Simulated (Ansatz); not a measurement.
# CH4BOSb: the cost of one run

Program: Ansatz 0.2.0. Level of theory: RKS PBE-D4/def2-SVP. These are calculated values, not measurements.

## 1. The system as given

Bond lengths: O1–Sb2 2.016 Å, Sb2–B3 2.330 Å, Sb2–C4 2.103 Å, B3–C4 1.565 Å, O1–H5 1.016 Å, B3–H6 1.214 Å, C4–H7 1.072 Å, C4–H8 1.107 Å. Angles: O1–Sb2–B3 89.6°, O1–Sb2–C4 89.3°, B3–Sb2–C4 40.9°, Sb2–O1–H5 104.5°, Sb2–B3–C4 61.7°, Sb2–B3–H6 151.7°, C4–B3–H6 146.4°, Sb2–C4–B3 77.3°, Sb2–C4–H7 115.1°, Sb2–C4–H8 111.9°, B3–C4–H7 116.9°, B3–C4–H8 111.9°, H7–C4–H8 117.3°.

As a file:

```xyz
8

O    -0.5913    1.0571   -1.6643
Sb   -1.5129   -0.0483   -0.2528
B     0.3545    0.1797    1.1213
C     0.3072   -1.0298    0.1296
H    -0.6371    2.0085   -1.3116
H     1.0075    0.7859    1.9457
H     1.0086   -1.0198   -0.6813
H     0.1556   -1.9904    0.6576
```

## 2. End point A

The input, input.yaml:

```yaml
crystal:
  periodic: [false, false, false]
  atoms:
    - { symbol: O, position_ang: [-0.5913, 1.0571, -1.6643] }
    - { symbol: Sb, position_ang: [-1.5129, -0.0483, -0.2528] }
    - { symbol: B, position_ang: [0.3545, 0.1797, 1.1213] }
    - { symbol: C, position_ang: [0.3072, -1.0298, 0.1296] }
    - { symbol: H, position_ang: [-0.6371, 2.0085, -1.3116] }
    - { symbol: H, position_ang: [1.0075, 0.7859, 1.9457] }
    - { symbol: H, position_ang: [1.0086, -1.0198, -0.6813] }
    - { symbol: H, position_ang: [0.1556, -1.9904, 0.6576] }
basis:
  gaussian: { orbitals: def2-SVP }
hamiltonian:
  xc: pbe
  dispersion: d4
relax:
  f_tol: 0.015
  max_steps: 40
```

Command:

```
$ ansatz run input.yaml --threads 1 --pin off --max-ram 2048MiB --backend cpu --events-out ev --progress --plain --runs-dir out
```

What time and memory should one allow on 1 thread of an Arm CPU, shared host?

About 56 s, with a peak of 0.14 GiB.
